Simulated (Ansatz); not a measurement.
**AlBH₈OSi₂: a ladder of functionals and wavefunction methods**

The task here is to estimate one member of a computed series from the others.

Method: functionals in def2-TZVPP, the program's frozen cores in correlated methods; program: Ansatz 0.2.0, Gaussian basis.

The runs, in order: LDA (SPW92), PBE-D4, revPBE-D4, BLYP-D4, r2SCAN-D4, B97M-V, PBE0-D4, B3LYP-D4, r2SCANh-D4, r2SCAN0-D4, HSE06-D4, BHLYP-D4, CAM-B3LYP-D4, LC-ωPBE, ωB97X-V, ωB97M-V, B2PLYP, PBE-QIDH; CCSD(T)/def2-SVP; CCSD(T)/def2-TZVPP; MP2/def2-QZVPP; extrapolation to the limit; RPA on PBE.

### The relaxed structure

The geometry comes from an earlier relaxation with PBE0-D4 in a triple-zeta def2 set; it is a stationary point, not always the lowest conformer.

13 atoms, charge 0, spin multiplicity 1.

Atoms are counted from 1 here; the program's logs count them from 0.

Bond lengths: B1–O2 1.394 Å, B1–Al5 2.229 Å, B1–H6 1.338 Å, B1–H7 1.198 Å, B1–H13 1.338 Å, O2–Si3 1.650 Å, Si3–Si4 2.359 Å, Si3–H8 1.487 Å, Si3–H9 1.487 Å, Si4–Al5 2.430 Å, Si4–H10 1.489 Å, Si4–H11 1.489 Å, Al5–H6 1.743 Å, Al5–H12 1.576 Å, Al5–H13 1.743 Å. Angles: O2–B1–Al5 113.3°, O2–B1–H6 112.4°, O2–B1–H7 119.3°, O2–B1–H13 112.4°, Al5–B1–H6 51.4°, Al5–B1–H7 127.4°, Al5–B1–H13 51.4°, H6–B1–H7 105.2°, H6–B1–H13 100.3°, H7–B1–H13 105.2°, B1–O2–Si3 131.6°, O2–Si3–Si4 106.3°, O2–Si3–H8 108.6°, O2–Si3–H9 108.6°, Si4–Si3–H8 112.2°, Si4–Si3–H9 112.2°, H8–Si3–H9 108.7°, Si3–Si4–Al5 92.8° and more.

Set-up of the first run:

in.yaml reads:

```yaml
crystal:
  periodic: [false, false, false]
  atoms:
    - {symbol: B, position_ang: [-1.195422, 1.128397, 0.314409]}
    - {symbol: O, position_ang: [-1.310663, -0.102872, 0.957081]}
    - {symbol: Si, position_ang: [-0.362722, -1.452995, 0.918076]}
    - {symbol: Si, position_ang: [1.423045, -0.967171, -0.545108]}
    - {symbol: Al, position_ang: [0.599804, 1.274169, -0.998335]}
    - {symbol: H, position_ang: [-1.122599, 1.005262, -1.016381]}
    - {symbol: H, position_ang: [-2.026266, 1.969785, 0.506377]}
    - {symbol: H, position_ang: [-1.184525, -2.597384, 0.441523]}
    - {symbol: H, position_ang: [0.105972, -1.745104, 2.299077]}
    - {symbol: H, position_ang: [2.751144, -1.004298, 0.126454]}
    - {symbol: H, position_ang: [1.456078, -1.856830, -1.738281]}
    - {symbol: H, position_ang: [0.911785, 2.586213, -1.814740]}
    - {symbol: H, position_ang: [-0.025229, 1.728029, 0.564647]}
basis:
  gaussian: {orbitals: def2-TZVPP}
hamiltonian: {xc: lda}
output: {orbitals: {seedname: orbitals}}
```

Among the steps run: LDA; PBE-D4 (GGA); revPBE-D4 (GGA); BLYP-D4 (GGA); r2SCAN-D4 (meta-GGA); B97M-V (meta-GGA); PBE0-D4 (hybrid); B3LYP-D4 (hybrid); r2SCANh-D4 (hybrid); r2SCAN0-D4 (hybrid); HSE06-D4 (hybrid); BHLYP-D4 (hybrid); CAM-B3LYP-D4 (range-separated); LC-ωPBE (range-separated); ωB97X-V (range-separated); ωB97M-V (range-separated); B2PLYP (double hybrid); PBE-QIDH (double hybrid).

One of the session's tables, all rows but one given; the rest of the session is left out.

It belongs to the step «Orbital energies across the functionals». 

```
  functional  HOMO (eV)  LUMO (eV)  gap (eV)
 LDA (SPW92)      -6.35      -2.58      3.77
      PBE-D4      -6.26      -2.38      3.88
   revPBE-D4      -6.21      -2.29      3.92
     BLYP-D4      -6.10      -2.19      3.91
   r2SCAN-D4      -6.48      -2.16      4.32
      B97M-V      -6.59      -2.29      4.30
     PBE0-D4      -7.29      -1.61      5.67
    B3LYP-D4      -7.09      -1.75      5.34
  r2SCANh-D4      -6.86      -1.89      4.97
  r2SCAN0-D4      -7.43      -1.49      5.94
    HSE06-D4      -6.90      -1.98      4.92
    BHLYP-D4      -8.20      -0.73      7.47
CAM-B3LYP-D4      -8.49      -0.58      7.91
     LC-ωPBE          ?          ?         ?
     ωB97X-V      -9.45       0.34      9.79
     ωB97M-V      -9.22       0.09      9.31
```

**Question.** Estimate the row for LC-ωPBE.

The run gave: HOMO (eV): -9.75; LUMO (eV): 0.41; gap (eV): 10.16. In the column «HOMO (eV)» it is the lowest.
